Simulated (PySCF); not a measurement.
# H4Sn (stannane): the cost of one run

Computed with PySCF 2.14.0 and routines of our own; the level stands in each step. Atoms count from 0.

## 1. The system as given

5 atoms, charge 0, multiplicity 1; geometry from: GFN2-xTB.

## 2. Optimising the geometry at PBE0-D3(BJ)/def2-SVP

The job: settings as JSON, then the geometry in Å.

```
{"job": {"xc": "PBE0", "basis": "def2-SVP", "d3": "d3bj", "grid": 1, "maxiter": 30, "shake": 0.01, "kind": "geom"}, "charge": 0, "multiplicity": 1}
Sn     0.022320    -0.025110     0.000850
H     -1.078880     1.123380    -0.514400
H      0.232170    -1.095340    -1.206130
H     -0.558580    -0.759260     1.316370
H      1.416540     0.722350     0.365420
```

Launch:

```sh
OMP_NUM_THREADS=1 python heavy_run.py task.json out
```

This one command runs all jobs of the session in turn.

**Question.** How long does this first job take on 1 thread of Arm Neoverse V2, shared host, and how much memory does it need?

About 3.3 s, with a peak of 0.32 GiB.
